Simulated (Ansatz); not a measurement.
# PdTe: the cost of one run

Method: DFT PBEsol+U (U_eff = 3 eV on Pd d), plane waves, PAW, in Ansatz 0.2.0.

**1. The system as given**

The structure is hexagonal, space group P6_3/mmc (No. 194). Conventional cell: a = 4.152 Å, b = 4.152 Å, c = 5.672 Å, α = 90.00°, β = 90.00°, γ = 120.00°. Around Te (site symmetry -6m2) lie 6 Pd at 2.79 Å. Around Pd (site symmetry -3m) lie 6 Te at 2.79 Å and 2 Pd at 2.84 Å.

Structure file:

```cif
data_structure
_symmetry_space_group_name_H-M 'P 1'
_symmetry_Int_Tables_number 1
_cell_length_a 4.1521
_cell_length_b 7.0292
_cell_length_c 11.3438
_cell_angle_alpha 36.206
_cell_angle_beta 90.000
_cell_angle_gamma 107.178
_cell_volume 169.37
loop_
_atom_site_label
_atom_site_type_symbol
_atom_site_fract_x
_atom_site_fract_y
_atom_site_fract_z
_atom_site_occupancy
Te1 Te 0.33333 0.66667 0.79167 1
Te2 Te 0.66667 0.33333 0.20833 1
Pd1 Pd 0.00000 0.00000 0.00000 1
Pd2 Pd 0.00000 0.00000 0.25000 1
Te3 Te 0.33333 0.66667 0.29167 1
Te4 Te 0.66667 0.33333 0.70833 1
Pd3 Pd 0.00000 0.00000 0.50000 1
Pd4 Pd 0.00000 0.00000 0.75000 1
```

Magnetic order typed: antiferromagnetic, doubled cell 0 1/2 1/2.

An earlier series on this cell reached its lowest free state from «natural orbitals of the symmetric run, filled by rank», perhaps among other starts (it ended without moments).

**2. Random orbitals: single harmonics, second filling**

Input file input.yaml:

```yaml
crystal:
  lattice:
    - [4.15209743, 0.0, 0.0]
    - [-2.07604871, 3.59582185, 5.6718989]
    - [0.0, 0.0, 11.3437978]
  atoms:
    - { symbol: Te, position: [0.3333333333, 0.6666666667, 0.7916666667] }
    - { symbol: Te, position: [0.6666666667, 0.3333333333, 0.2083333334] }
    - { symbol: Pd, position: [0.0, 0.0, 0.0], spin: 0.3 }
    - { symbol: Pd, position: [0.0, 0.0, 0.25], spin: 0.3 }
    - { symbol: Te, position: [0.3333333333, 0.6666666667, 0.2916666666] }
    - { symbol: Te, position: [0.6666666667, 0.3333333333, 0.7083333334] }
    - { symbol: Pd, position: [0.0, 0.0, 0.5], spin: -0.3 }
    - { symbol: Pd, position: [0.0, 0.0, 0.75], spin: -0.3 }
basis:
  ecutwfc: 420
  ecutrho_ratio: 4
kpoints:
  mp_grid: { grid: [5, 5, 5] }
hamiltonian:
  xc: pbesol
  hubbard:
    sites:
      - { site: 2, l: d, u_eff: 3.0, starting_ns: [{ spin: up, occupation_matrix: s2up }, { spin: down, occupation_matrix: s2down }] }
      - { site: 3, l: d, u_eff: 3.0, starting_ns: [{ spin: up, occupation_matrix: s3up }, { spin: down, occupation_matrix: s3down }] }
      - { site: 6, l: d, u_eff: 3.0, starting_ns: [{ spin: up, occupation_matrix: s6up }, { spin: down, occupation_matrix: s6down }] }
      - { site: 7, l: d, u_eff: 3.0, starting_ns: [{ spin: up, occupation_matrix: s7up }, { spin: down, occupation_matrix: s7down }] }
    occupation_matrices:
      s2up:
        matrix:
          - [0.97, 0.0, 0.0, 0.0, 0.0]
          - [0.0, 0.02, 0.0, 0.0, 0.0]
          - [0.0, 0.0, 0.97, 0.0, 0.0]
          - [0.0, 0.0, 0.0, 0.97, 0.0]
          - [0.0, 0.0, 0.0, 0.0, 0.97]
      s2down:
        matrix:
          - [0.02, 0.0, 0.0, 0.0, 0.0]
          - [0.0, 0.97, 0.0, 0.0, 0.0]
          - [0.0, 0.0, 0.97, 0.0, 0.0]
          - [0.0, 0.0, 0.0, 0.97, 0.0]
          - [0.0, 0.0, 0.0, 0.0, 0.97]
      s3up:
        matrix:
          - [0.97, 0.0, 0.0, 0.0, 0.0]
          - [0.0, 0.97, 0.0, 0.0, 0.0]
          - [0.0, 0.0, 0.02, 0.0, 0.0]
          - [0.0, 0.0, 0.0, 0.97, 0.0]
          - [0.0, 0.0, 0.0, 0.0, 0.97]
      s3down:
        matrix:
          - [0.97, 0.0, 0.0, 0.0, 0.0]
          - [0.0, 0.97, 0.0, 0.0, 0.0]
          - [0.0, 0.0, 0.97, 0.0, 0.0]
          - [0.0, 0.0, 0.0, 0.97, 0.0]
          - [0.0, 0.0, 0.0, 0.0, 0.02]
      s6up:
        matrix:
          - [0.97, 0.0, 0.0, 0.0, 0.0]
          - [0.0, 0.97, 0.0, 0.0, 0.0]
          - [0.0, 0.0, 0.02, 0.0, 0.0]
          - [0.0, 0.0, 0.0, 0.97, 0.0]
          - [0.0, 0.0, 0.0, 0.0, 0.97]
      s6down:
        matrix:
          - [0.97, 0.0, 0.0, 0.0, 0.0]
          - [0.0, 0.97, 0.0, 0.0, 0.0]
          - [0.0, 0.0, 0.97, 0.0, 0.0]
          - [0.0, 0.0, 0.0, 0.02, 0.0]
          - [0.0, 0.0, 0.0, 0.0, 0.97]
      s7up:
        matrix:
          - [0.97, 0.0, 0.0, 0.0, 0.0]
          - [0.0, 0.02, 0.0, 0.0, 0.0]
          - [0.0, 0.0, 0.97, 0.0, 0.0]
          - [0.0, 0.0, 0.0, 0.97, 0.0]
          - [0.0, 0.0, 0.0, 0.0, 0.97]
      s7down:
        matrix:
          - [0.02, 0.0, 0.0, 0.0, 0.0]
          - [0.0, 0.97, 0.0, 0.0, 0.0]
          - [0.0, 0.0, 0.97, 0.0, 0.0]
          - [0.0, 0.0, 0.0, 0.97, 0.0]
          - [0.0, 0.0, 0.0, 0.0, 0.97]
    ns_hold: { iters: 12 }
scf:
  occupations: { method: gaussian, width: 0.05 }
  lower_state_search: "off"
  max_iter: 150
output:
  forces: true
  stress: true
  eigenvalues: true
  populations: true
  hubbard:
    sites:
      - { site: 2, l: d }
      - { site: 3, l: d }
      - { site: 6, l: d }
      - { site: 7, l: d }
magnetization:
  spin_polarized: true
```

The typed matrices put 0.97 on the chosen orbitals and 0.02 on the others, and are held for 12 cycles.

On the command line:

```sh
> ansatz run input.yaml --threads 4 --pin off --max-ram 6144MiB --backend cpu --events-out ev --progress --plain --runs-dir out
```

What time and memory should one allow on 4 threads of Arm Neoverse V1, shared host?

About 2.4 min, with a peak of 1.3 GiB.
